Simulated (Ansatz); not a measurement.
# Mo: the cost of one run

Program: Ansatz 0.2.0. Level of theory: DFT PBE, scalar-relativistic, plane waves, PAW. These are calculated values, not measurements.

The COD entry's cell or inner coordinates are ideal or old and differ from later refinements, so a difference from it is no clean test against experiment.

**1. Starting point**

Symmetry: Im-3m, No. 229, cubic system. Conventional cell: a = 3.142 Å, b = 3.142 Å, c = 3.142 Å, α = 90.00°, β = 90.00°, γ = 90.00°. Mo (site symmetry m-3m) is surrounded by 8 Mo at 2.72 Å.

Coordinates:

```
CELL_PARAMETERS angstrom
-1.57100 1.57100 -1.57100
-1.57100 -1.57100 1.57100
0.00000 6.28400 6.28400
ATOMIC_POSITIONS crystal
Mo 0.00000 0.00000 0.00000
Mo 0.50000 0.50000 0.25000
Mo 0.00000 0.00000 0.50000
Mo 0.50000 0.50000 0.75000
```

The cell is taken as given, not relaxed at this level.

**2. The undisturbed cell**

The input, input.yaml:

```yaml
crystal:
  lattice:
    - [-1.571, 1.571, -1.571]
    - [-1.571, -1.571, 1.571]
    - [0.0, 6.284, 6.284]
  atoms:
    - { symbol: Mo, position: [0.0, 0.0, 0.0] }
    - { symbol: Mo, position: [0.5, 0.5, 0.25] }
    - { symbol: Mo, position: [0.0, 0.0, 0.5] }
    - { symbol: Mo, position: [0.5, 0.5, 0.75] }
basis:
  ecutwfc: 420
kpoints:
  mp_grid: { grid: [18, 18, 6] }
hamiltonian:
  xc: pbe
scf:
  occupations: { method: gaussian, width: 0.15 }
output:
  forces: true
  stress: true
  eigenvalues: true
  write_density: true
  write_potential: true
  elf: true
  volumetric_format: npy
```

On the command line:

```bash
$ ansatz run input.yaml --threads 2 --pin off --max-ram 5120MiB --backend cpu --events-out ev --progress --plain --runs-dir out
```

**Question.** How long does this run take on 2 threads of Arm Neoverse V1, shared host, and how much memory does it need?

About 28 s, with a peak of 0.78 GiB.
